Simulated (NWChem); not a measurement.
# C4H8O (butyraldehyde) at wB97X/3-21G

What is the electronic atomisation energy of C4H8O (butyraldehyde) at wB97X/3-21G? 

Program for the calculation: NWChem 7.3.0.

### 1 The structure to begin with

The species is C4H8O (13 atoms), meant as a singlet with charge 0. SMILES: `CCCC=O`. The coordinates come from a PBE0-D4/def2-TZVP relaxation. This is one conformer, not always the lowest.

Bond lengths: C1–C2 1.520 Å, C2–C3 1.518 Å, C3–C4 1.499 Å, C4–O5 1.201 Å, C1–H6 1.092 Å, C1–H7 1.094 Å, C1–H8 1.091 Å, C2–H9 1.094 Å, C2–H10 1.094 Å, C3–H11 1.099 Å, C3–H12 1.099 Å, C4–H13 1.113 Å. Some angles: C1–C2–C3 113.0°, C2–C3–C4 115.1°, C3–C4–O5 125.2°, C1–C2–H9 109.7°, C1–C2–H10 109.6°, C3–C2–H9 108.7°, C3–C2–H10 108.7°, C2–C1–H6 111.1°, C2–C1–H7 111.1°, C2–C1–H8 111.1°.

### 2 The energy at wB97X/3-21G (run 1)

c4h8o.nw reads:

```
start c4h8o
title "C4H8O"
memory stack 880 mb heap 220 mb global 1100 mb
geometry units angstrom noautosym nocenter noautoz
 C     -1.358800     0.247600     0.768800
 C      0.157400     0.343500     0.817500
 C      0.841700    -0.545800    -0.204400
 C      0.730100    -0.083300    -1.626300
 O      0.239700     0.954200    -1.979300
 H     -1.817000     0.888100     1.525300
 H     -1.694400    -0.776900     0.955600
 H     -1.740200     0.557700    -0.205500
 H      0.513100     0.070500     1.815300
 H      0.465500     1.378500     0.645000
 H      0.464500    -1.576800    -0.164500
 H      1.919000    -0.637400    -0.005700
 H      1.164600    -0.781200    -2.376600
end
basis spherical bse
 * library 3-21G
end
dft
 xc wb97x
 grid fine
 convergence energy 1e-08
 maxiter 100
 mulliken
 print low
end
task dft energy
```

Launch:

```sh
$ nwchem c4h8o.nw > c4h8o.out
```

Standard output (excerpt; [...] marks lines left out):

```text
[...]
 d= 0,ls=0.0,diis     1   -230.9915827042 -4.07D+02  2.44D-02  1.02D+00     3.2
[...]
 d= 0,ls=0.0,diis    10   -231.1178123638 -4.78D-09  2.40D-06  5.11D-09    29.5
         Total DFT energy =     -231.117812363776
      One electron energy =     -661.368433939775
           Coulomb energy =      286.925954879043
    Exchange-Corr. energy =      -33.117414460222
 Nuclear repulsion energy =      176.442081157179
[...]
      Total Density - Mulliken Population Analysis
     ---------------------------------------------
    Atom       Charge   Shell Charges
 -----------   ------   -------------------------------------------------------
    1 C    6     6.59   1.99  0.36  1.68  1.09  1.48
    2 C    6     6.41   1.99  0.35  1.68  1.07  1.32
    3 C    6     6.54   1.99  0.35  1.69  1.11  1.39
    4 C    6     5.72   1.99  0.42  1.61  0.77  0.93
    5 O    8     8.42   1.99  0.44  2.12  1.53  2.35
    6 H    1     0.79   0.47  0.33
    7 H    1     0.81   0.47  0.34
    8 H    1     0.78   0.46  0.32
    9 H    1     0.79   0.47  0.32
   10 H    1     0.78   0.47  0.31
[...]
```

It took 30 s on 1 thread of AMD EPYC 7R43 (Zen 3), shared host; peak memory 0.11 GiB.

### 3 The C atom (run 2)

c.xyz reads:

```xyz
1
C
C      0.000000     0.000000     0.000000
```

c.nw reads:

```
start c
title "C"
memory stack 880 mb heap 220 mb global 1100 mb
geometry noautosym nocenter noautoz
   load c.xyz
end
basis "ao basis" spherical bse
   * library 3-21G
end
dft
   xc wb97x
   mult 3
   grid fine
   convergence energy 1e-08
   maxiter 100
   mulliken
   noprint "final vectors analysis"
end
task dft energy
```

Run the same way, it converges to -37.63085 Eh (log not shown).

Run 3 isn't shown in full; the table further down has it.

### 4 The O atom, same level (run 4)

work.nw reads:

```
start work
title "O"
memory 2200 mb
charge 0

geometry units angstroms noautosym nocenter noautoz
  O      0.000000     0.000000     0.000000
end

basis "ao basis" spherical bse
  * library 3-21G
end

dft
  xc wb97x
  mult 3
  grid fine
  convergence energy 1e-08
  iterations 100
  mulliken
  noprint "final vectors analysis"
end

task dft energy
```

Launch:

```sh
$ nwchem work.nw > work.out
```

Standard output (excerpt; [...] marks lines left out):

```text
[...]
          Wavefunction type:  spin polarized.
          No. of atoms     :     1
          No. of electrons :     8
[...]
          Charge           :     0
          Spin multiplicity:     3
[...]
          AO basis - number of functions:     9
[...]
              XC Information
              --------------
                       wb97x  Method XC Functional
                     Hartree-Fock (Exact) Exchange  1.000
                         wb97x Exchange Functional  1.000
                      wb97x Correlation Functional  1.000
[...]
 d= 0,ls=0.0,diis     1    -74.6293424809 -7.46D+01  1.67D-02  7.92D-02     0.1
[...]
 d= 0,ls=0.0,diis     7    -74.6456864224 -3.90D-11  1.73D-08  5.09D-14     0.4
[...]
         Total DFT energy =      -74.645686422400
      One electron energy =     -102.896836859214
           Coulomb energy =       36.712736573329
    Exchange-Corr. energy =       -8.461586136515
 Nuclear repulsion energy =        0.000000000000
[...]
      Total Density - Mulliken Population Analysis
     ---------------------------------------------
    Atom       Charge   Shell Charges
 -----------   ------   -------------------------------------------------------
    1 O    8     8.00   1.98  0.46  1.95  1.55  2.05
     --------------------------------------------
      Spin Density - Mulliken Population Analysis
     --------------------------------------------
    Atom       Charge   Shell Charges
 -----------   ------   -------------------------------------------------------
    1 O    8     2.00   0.00  0.03  1.02 -0.03  0.98
[...]
      <S2> =      2.0009 (Exact =     2.0000)
[...]
```

Run time: 1 s. Hardware: 1 thread of AMD EPYC 7R43 (Zen 3), shared host; peak memory 0.1 GiB.

### 5 All runs side by side

```tsv
run	level	partner	energy (Eh)	wall time
1	wB97X/3-21G	base	-231.117812	30 s
2	U-wB97X/3-21G	atoms	-37.630852	1.2 s
3	U-wB97X/3-21G	atoms	-0.496522	0.76 s
4	U-wB97X/3-21G	atoms	-74.645686	1 s
```

### 6 What came out

At wB97X/3-21G:

| quantity | value |
| --- | --- |
| O atom: total energy | -74.64569 Eh |
| O atom: ⟨S²⟩ | 2.001 |
| electronic atomisation energy | 53.785 eV |

**Reading.** Taking the molecule apart into free atoms costs 53.78 eV (1240 kcal/mol), before zero-point energy and without spin-orbit coupling. The basis has no polarisation functions, which makes bonds too weak. All runs together took 33 s, the longest 30 s.
